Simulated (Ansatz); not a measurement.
**Br− with SiNH₅: structure and interaction energy**

The task here is to estimate one member of a computed series from the others.

Method: PBE0-D4 structure, single points in def2-TZVPPD; program: Ansatz 0.2.0, Gaussian basis.

Levels: PBE-D4, revPBE-D4, BLYP-D4, r2SCAN-D4, B97M-V, PBE0-D4, B3LYP-D4, HSE06-D4, wB97X-V, wB97M-V, B2PLYP, Hartree-Fock, MP2, CCSD, CCSD(T). The reference is CCSD(T) extrapolated to the basis limit. For elements past Ar these valence bases correlate outer-core shells poorly and lack relativity, so that limit is rough.

Correlated methods freeze the cores. Filled d shells of the heavier atoms are correlated. B3LYP uses VWN-RPA correlation. B2PLYP carries no dispersion term here.

163 further runs of the same task are left out: 163 set aside as unsound or not needed. Runs told in other sessions of the task aren't counted.

**The system as given**

The pair, from a GFN2-xTB docking trial: 8 atoms, charge -1, spin multiplicity 1.

Atoms are counted from 1 here; the program's logs count them from 0.

Bond lengths: Si2–N3 1.701 Å, Si2–H4 1.464 Å, Si2–H5 1.478 Å, Si2–H6 1.479 Å, N3–H7 1.010 Å, N3–H8 1.030 Å. Angles: N3–Si2–H4 107.8°, N3–Si2–H5 106.2°, N3–Si2–H6 119.8°, H4–Si2–H5 109.6°, H4–Si2–H6 107.8°, H5–Si2–H6 105.4°, Si2–N3–H7 117.9°, Si2–N3–H8 118.5°, H7–N3–H8 107.5°.

Coordinates:

```
Br   -1.00360   -1.41570   -3.00410
Si    0.37970    0.00610    0.99500
N    -0.05020    0.59410   -0.54230
H     1.64560   -0.71720    0.85840
H     0.57780    1.19440    1.85160
H    -0.55770   -0.86180    1.73950
H    -0.78600    1.28350   -0.59570
H    -0.20560   -0.08350   -1.30250
```

Atoms 1 to 1 are fragment A (Br−), the rest fragment B (SiNH₅).

Set-up of the first run:

Input file pre/in.yaml:

```yaml
crystal:
  periodic: [false, false, false]
  atoms:
    - {symbol: Br, position_ang: [-1.003600, -1.415700, -3.004100]}
    - {symbol: Si, position_ang: [0.379700, 0.006100, 0.995000]}
    - {symbol: N, position_ang: [-0.050200, 0.594100, -0.542300]}
    - {symbol: H, position_ang: [1.645600, -0.717200, 0.858400]}
    - {symbol: H, position_ang: [0.577800, 1.194400, 1.851600]}
    - {symbol: H, position_ang: [-0.557700, -0.861800, 1.739500]}
    - {symbol: H, position_ang: [-0.786000, 1.283500, -0.595700]}
    - {symbol: H, position_ang: [-0.205600, -0.083500, -1.302500]}
basis:
  gaussian: {orbitals: def2-SVPD}
total_charge: -1
hamiltonian: {xc: pbe, dispersion: d4}
relax: {f_tol: 0.03, max_steps: 250}
```

On the command line:

```console
> ansatz run in.yaml --threads 4 --pin off --events-out ev --progress --plain --max-ram 9574MiB
```

Steps of the session up to this table: A first relaxation in a small basis; Relaxation at PBE0-D4; wB97X-V/def2-TZVPPD; wB97M-V/def2-TZVPPD; B2PLYP/def2-TZVPPD; B97M-V/def2-TZVPPD; CCSD(T)/def2-TZVPPD; MP2/def2-QZVPPD; Hartree-Fock/STO-3G; SPW92/def2-SVP; wB97M-V/def2-SVP; CCSD(T)/def2-SVP; Vibrations of the pair.

One table of the session follows, with a row left open; its other results are not shown here.

| method | interaction (kcal/mol) |
| --- | --- |
| PBE-D4 | -13.89 |
| revPBE-D4 | -13.52 |
| BLYP-D4 | -13.10 |
| r2SCAN-D4 | -13.15 |
| B97M-V | -12.99 |
| PBE0-D4 | -13.30 |
| B3LYP-D4 | -12.90 |
| HSE06-D4 | -13.33 |
| wB97X-V | ? |
| wB97M-V | -12.42 |
| B2PLYP | -11.44 |
| Hartree-Fock | -8.26 |
| MP2 | -12.21 |
| CCSD | -11.21 |
| CCSD(T) | -11.85 |
| CCSD(T)/CBS | -12.75 |

**Question.** Estimate the row for wB97X-V.

As computed: interaction (kcal/mol): -12.26. In the column «interaction (kcal/mol)» it lies between wB97M-V (-12.42) and MP2 (-12.21).
